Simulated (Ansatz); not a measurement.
# SnH3F (SMILES [F][SnH3]): functionals against CCSD(T) at one geometry

Aim: energy, forces and dipole at a structure displaced at random from a GFN2-xTB minimum, from CCSD(T) and from density functionals.

Program: Ansatz 0.2.0, Gaussian basis. Level of theory: single points in def2-TZVPP. These are calculated values, not measurements.

Correlated methods freeze the cores. Filled d shells of the heavier atoms are correlated. Core potentials replace the inner electrons past krypton, and spin-orbit coupling is left out.

### 1 Starting geometry

5 atoms, charge 0, spin multiplicity 1.

Atoms are counted from 1 here; the program's logs count them from 0.

Bond lengths: F1–Sn2 1.984 Å, Sn2–H3 1.633 Å, Sn2–H4 1.751 Å, Sn2–H5 1.698 Å. Angles: F1–Sn2–H3 103.0°, F1–Sn2–H4 100.0°, F1–Sn2–H5 104.2°, H3–Sn2–H4 114.3°, H3–Sn2–H5 119.4°, H4–Sn2–H5 112.7°.

Coordinates:

```xyz
5
FH3Sn
F    -1.35410    0.69730    0.97510
Sn    0.10430   -0.08060   -0.12290
H    -0.54500   -0.12110   -1.62060
H     0.25420   -1.64920    0.64020
H     1.43750    0.92690    0.18020
```

### 2 CCSD(T)/def2-TZVPP

Input file run/in.yaml:

```yaml
crystal:
  periodic: [false, false, false]
  atoms:
    - {symbol: F, position_ang: [-1.354100, 0.697300, 0.975100]}
    - {symbol: Sn, position_ang: [0.104300, -0.080600, -0.122900]}
    - {symbol: H, position_ang: [-0.545000, -0.121100, -1.620600]}
    - {symbol: H, position_ang: [0.254200, -1.649200, 0.640200]}
    - {symbol: H, position_ang: [1.437500, 0.926900, 0.180200]}
basis:
  gaussian: {orbitals: def2-TZVPP}
correlation: {method: ccsd_t}
output: {forces: true}
```

No record of the launch command was kept for these runs.

### 3 PBE0-D4/def2-TZVPP

Changes to run/in.yaml since step 2:

```diff
@@ -10,3 +10,3 @@
   gaussian: {orbitals: def2-TZVPP}
-correlation: {method: ccsd_t}
-output: {forces: true}
+hamiltonian: {xc: pbe0, dispersion: d4}
+output: {forces: true, orbitals: {seedname: orbitals}}
```

### 4 wB97M-V/def2-TZVPP

Changes to run/in.yaml since step 3:

```diff
@@ -10,3 +10,3 @@
   gaussian: {orbitals: def2-TZVPP}
-hamiltonian: {xc: pbe0, dispersion: d4}
-output: {forces: true, orbitals: {seedname: orbitals}}
+hamiltonian: {xc: {name: wB97M-V}}
+output: {forces: true}
```

### 5 r2SCAN-D4/def2-TZVPP

Changes to run/in.yaml since step 4:

```diff
@@ -10,3 +10,3 @@
   gaussian: {orbitals: def2-TZVPP}
-hamiltonian: {xc: {name: wB97M-V}}
+hamiltonian: {xc: r2scan, dispersion: d4}
 output: {forces: true}
```

### 6 PBE-D4/def2-TZVPP

Changes to run/in.yaml since step 5:

```diff
@@ -10,3 +10,3 @@
   gaussian: {orbitals: def2-TZVPP}
-hamiltonian: {xc: r2scan, dispersion: d4}
+hamiltonian: {xc: pbe, dispersion: d4}
 output: {forces: true}
```

### 7 r2SCAN0-D4/def2-TZVPP

Changes to run/in.yaml since step 6:

```diff
@@ -10,3 +10,3 @@
   gaussian: {orbitals: def2-TZVPP}
-hamiltonian: {xc: pbe, dispersion: d4}
+hamiltonian: {xc: {name: r2SCAN0}, dispersion: d4}
 output: {forces: true}
```

### 8 revPBE-D4/def2-TZVPP

Changes to run/in.yaml since step 7:

```diff
@@ -10,3 +10,3 @@
   gaussian: {orbitals: def2-TZVPP}
-hamiltonian: {xc: {name: r2SCAN0}, dispersion: d4}
+hamiltonian: {xc: {name: revPBE}, dispersion: d4}
 output: {forces: true}
```

(Steps that only read results are left out.)

What does the calculation give? Wanted: energy less free atoms, CCSD(T)/def2-TZVPP; RMS force component; RMS force error; HOMO and LUMO, PBE0-D4; T1 diagnostic.

**Answer**, as computed:

```
                                  quantity                                                                                                value
energy less free atoms, CCSD(T)/def2-TZVPP                                                                                           -12.702 eV
                       RMS force component                                                                 0.602 to 0.763 eV/Å over the methods
                           RMS force error  PBE0-D4 0.085, wB97M-V 0.065, r2SCAN-D4 0.099, PBE-D4 0.273, r2SCAN0-D4 0.044, revPBE-D4 0.319 eV/Å
                    HOMO and LUMO, PBE0-D4                                                                                   -9.23 and -1.02 eV
                             T1 diagnostic                                                                                                0.014
```

Against CCSD(T) the functionals' energies less atoms differ by -0.180 to +0.198 eV, PBE-D4 by -0.115 eV. CCSD(T) in triple zeta still lacks some correlation energy of the bonds, so part of these gaps is its own basis error and they don't rank the functionals. The forces of r2SCAN0-D4 come nearest to CCSD(T), those of revPBE-D4 are farthest. Frozen-core CCSD(T) forces in triple zeta carry basis errors of their own, and this is one geometry, so small gaps rank nothing.
